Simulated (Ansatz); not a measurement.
# C₂H₂F₂Ge: up Jacob's ladder to CCSD(T)

Aim: compute C₂H₂F₂Ge with functionals from several rungs and with coupled cluster. The yardstick is the atomisation energy at the CCSD(T) limit.

The runs use Ansatz 0.2.0, Gaussian basis; functionals in def2-TZVPP, the program's frozen cores in correlated methods.

Levels to be run: PBE-D4, r2SCAN-D4, PBE0-D4, B3LYP-D4, ωB97X-V, ωB97M-V, B2PLYP; CCSD(T)/def2-TZVPP; MP2/def2-QZVPP; extrapolation to the limit.

## (1) Structure used throughout

All runs share one geometry, relaxed beforehand with PBE0-D4 in a triple-zeta def2 set.

SMILES `F[C]1=[C](F)[GeH2]1`, 7 atoms, charge 0, spin multiplicity 1.

Atoms are counted from 1 here; the program's logs count them from 0.

Bond lengths: F1–C2 1.319 Å, C2–C3 1.320 Å, C2–Ge5 1.920 Å, C3–F4 1.319 Å, C3–Ge5 1.920 Å, Ge5–H6 1.536 Å, Ge5–H7 1.536 Å. Angles: F1–C2–C3 138.1°, F1–C2–Ge5 152.0°, C3–C2–Ge5 69.9°, C2–C3–F4 138.1°, C2–C3–Ge5 69.9°, F4–C3–Ge5 152.0°, C2–Ge5–C3 40.2°, C2–Ge5–H6 121.2°, C2–Ge5–H7 121.2°, C3–Ge5–H6 121.2°, C3–Ge5–H7 121.2°, H6–Ge5–H7 113.1°.

## (2) PBE-D4 (GGA)

Contents of in.yaml:

```yaml
crystal:
  periodic: [false, false, false]
  atoms:
    - {symbol: F, position_ang: [0.978473, -1.248895, 1.702367]}
    - {symbol: C, position_ang: [0.414710, -0.607230, 0.697753]}
    - {symbol: C, position_ang: [-0.157704, -0.897867, -0.455236]}
    - {symbol: F, position_ang: [-0.444931, -1.971612, -1.164730]}
    - {symbol: Ge, position_ang: [-0.154470, 1.002865, -0.180746]}
    - {symbol: H, position_ang: [-1.424159, 1.744845, 0.262565]}
    - {symbol: H, position_ang: [0.849380, 1.909994, -0.907772]}
basis:
  gaussian: {orbitals: def2-TZVPP}
hamiltonian: {xc: pbe, dispersion: d4}
output: {forces: true, orbitals: {seedname: orbitals}}
```

On the command line:

```
ansatz run in.yaml --threads 4 --pin off --events-out ev --progress --plain --max-ram 10444MiB
```

After this run come: r2SCAN-D4 (meta-GGA); PBE0-D4 (hybrid); B3LYP-D4 (hybrid); ωB97X-V (range-separated); ωB97M-V (range-separated); B2PLYP (double hybrid); CCSD(T) in def2-TZVPP; MP2 in def2-QZVPP.

**Question.** What will the summary of the whole plan be? Wanted: atomisation energy, CCSD(T)/CBS; farthest; mean size of error, hybrid; mean size of error, range-separated; gap, smallest and largest; T1 diagnostic; triples share of the correlation energy.

As calculated:

```
                               quantity                                 value
        atomisation energy, CCSD(T)/CBS                         2460.1 kJ/mol
 functionals within 24.6 kJ/mol (1.0 %)            B3LYP-D4, ωB97X-V, ωB97M-V
                               farthest                PBE-D4 (+133.7 kJ/mol)
             mean size of error, hybrid                           22.7 kJ/mol
    mean size of error, range-separated                            7.7 kJ/mol
              gap, smallest and largest  4.94 eV (PBE-D4), 11.38 eV (ωB97X-V)
                          T1 diagnostic                                0.0140
triples share of the correlation energy                                 3.9 %
```

PBE-D4 is off by +133.7 kJ/mol. Double hybrids carry the basis error of their MP2 part in triple zeta, and no dispersion term here, so their miss is partly the set-up's. Misses under about 24.6 kJ/mol are within the doubt on the reference itself, which lacks core-valence correlation, relativity and higher excitations, and its outer-core shells are covered unevenly. Hartree-Fock recovers 65 % of the binding; the rest is correlation. Orbital gaps span 4.9 to 11.4 eV; exact exchange widens them. Correlated methods include outer-core shells of Ge, which these sets cover unevenly.
